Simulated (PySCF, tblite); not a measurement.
# C2HBrF−, a complex of two parts: NMR shifts, interaction energy, infrared bands, spin-spin couplings, core binding energies and electronic excitations

One table from this session's results is given with a row withheld; the runs are named, their logs left out.

Computed with tblite 0.8.0 and PySCF 2.14.0; each step states its level. No surroundings beyond the atoms listed, unless a continuum is named. Atoms count from 0, parts from 1.

## The system as given

5 atoms, charge -1, multiplicity 1; geometry: rigid parts in contact. Parts: 1 = atoms 0–3, `C#CF`, charge 0; 2 = atom 4, `[Br-]`, charge -1.

The first run:

What the job is given:

```
{"job": {"kind": "dock", "xc": "GFN2-xTB", "basis": "xTB"}, "charge": -1, "multiplicity": 1, "parts": [{"atoms": "0-3", "charge": 0, "multiplicity": 1}, {"atoms": "4-4", "charge": -1, "multiplicity": 1}]}
C     -0.653125     0.017750     0.054297
C      0.534900    -0.014533    -0.044583
F      1.813388    -0.049151    -0.151944
H     -1.695164     0.045935     0.142230
Br    -4.001809     0.704279    -0.469649
```

With the program's defaults for keys left out, this is: GFN2-xTB search for minima from random contacts, gas phase.

Started as:

```console
$ OMP_NUM_THREADS=1 python cluster_run.py task.json out
```

This one command runs all jobs of the session in turn.

Steps of the session up to this table: Bringing the parts together with GFN2-xTB; Relaxing the molecule at PBE0-D3(BJ)/def2-TZVPD; Shielding tensors: PBE0/aug-pcSseg-2; Coupled-cluster interaction energy: CCSD(T) and MP2.

One table of the session follows, with a row left open; its other results are not shown here.

It belongs to the step «Coupled-cluster interaction energy: CCSD(T) and MP2». 

```
                 method  interaction energy (kcal/mol)
         HF/aug-cc-pVDZ                          -8.26
        MP2/aug-cc-pVDZ                          -9.27
       CCSD/aug-cc-pVDZ                          -8.85
    CCSD(T)/aug-cc-pVDZ                              ?
         HF/aug-cc-pVQZ                          -8.33
        MP2/aug-cc-pVQZ                         -10.51
    SCS-MP2/aug-cc-pVQZ                          -9.78
      MP2, extrapolated                         -10.73
CCSD(T), limit estimate                         -10.49
```

Estimate the missing values for CCSD(T)/aug-cc-pVDZ.

**Answer.** interaction energy (kcal/mol): -9.03. In the column «interaction energy (kcal/mol)» it lies between MP2/aug-cc-pVDZ (-9.27) and CCSD/aug-cc-pVDZ (-8.85).

To keep in mind: The interaction energy leaves out the deformation of the parts, 0.43 kcal/mol (MP2); added to the CCSD(T) estimate it gives a binding of about -10.06 kcal/mol.
